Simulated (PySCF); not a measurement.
# TaH₃: triplet, from a trigonal pyramidal start

Where does triplet TaH₃ go from a trigonal pyramidal start, is the end point a minimum, and what are its modes, charges and moments?

Method: PBE0, basis Ta def2-TZVP with ECP60, H def2-TZVP, scalar-relativistic core potentials, no spin–orbit coupling, density fitting; program: PySCF 2.14.0.

## Step 1: Where the work starts

4 atoms, charge 0, spin multiplicity 3.

Bond lengths: Ta1–H2 1.780 Å, Ta1–H3 1.780 Å, Ta1–H4 1.780 Å. Angles: H2–Ta1–H3 99.8°, H2–Ta1–H4 99.8°, H3–Ta1–H4 99.8°.

Coordinates in bohr (charge 0 multiplicity 3):
```
Ta    0.0000    0.0000   -0.0260
H     2.9700   -0.0001    1.5533
H    -1.4849    2.5721    1.5533
H    -1.4850   -2.5720    1.5533
```

## Step 2: Trigonal pyramidal start, triplet: relaxation

One driver script runs all steps and calls PySCF; scf.py shows how it sets up the SCF of each step. The optimiser is the driver's own. Before each start the driver seeks the lowest SCF state from one or more starting densities and follows internal instabilities, so scf.py alone need not reach the same state.

The program finds C3v symmetry in the start, which this walk keeps. The walk stops when the largest gradient is under 0.0003 Eh/bohr and the energy has settled too.

Contents of scf.py:

```python
from pyscf import gto, scf, dft
mol = gto.M(atom='''
Ta    -0.000000    -0.000000    -0.013734
H      1.571631    -0.000027     0.821966
H     -0.785792     1.361086     0.821966
H     -0.785839    -1.361059     0.821966''',
    basis={'Ta': 'def2-TZVP', 'H': 'def2-TZVP'},
    ecp={'Ta': 'def2-TZVP'},
    charge=0, spin=2)
mf = dft.UKS(mol, xc='PBE0')
mf.grids.atom_grid = (50, 194)
aux = {'Ta': 'def2-universal-JKFIT', 'H': 'def2-universal-JKFIT'}
mf = mf.density_fit(auxbasis=aux)
mf.kernel()
```

After this run come: Relaxing without the symmetry constraint; Is it a minimum? Harmonic modes.

**Question.** What will these runs give? Wanted: minimum; geometry; wavenumbers; dipole moment; highest occupied, lowest empty level; polar-tensor charge of Ta1; zero-point energy; atomisation energy; ⟨S²⟩.

The runs gave:

```
                                          quantity                                                               value
                                           minimum                                                        triplet, C2v
                                          geometry  Ta–H 1.779 Å (×2), Ta–H 1.799 Å; H–Ta–H 116.6°, H–Ta–H 121.7° (×2)
                                wavenumbers (cm⁻¹)        88 (b1), 742 (b2), 748 (a1), 1773 (b2), 1805 (a1), 1843 (a1)
                                     dipole moment                                                              0.09 D
highest occupied, lowest empty level (either spin)                                                     -5.64, -2.79 eV
                        polar-tensor charge of Ta1                                                             +0.88 e
                                 zero-point energy                                                         41.9 kJ/mol
                               entropy at 298.15 K                                                     266.0 J/(mol K)
         atomisation energy (no zero-point energy)                                                          858 kJ/mol
                                              ⟨S²⟩                                                               2.010
```

What this shows: The trigonal pyramidal start (C3v) ends in a minimum of C2v symmetry. In the infrared the band at 1805 cm⁻¹ (a1, stretch) leads. Most of the spin sits on Ta1 (Mulliken spin 2.20, against 2 for the whole molecule). Only this shape and spin were tried, so other structures or states may lie lower. Take wavenumbers under 90 cm⁻¹ as rough. One determinant may miss the lowest occupation of an open d or f shell. Spin–orbit coupling, left out here, can matter for elements this heavy.
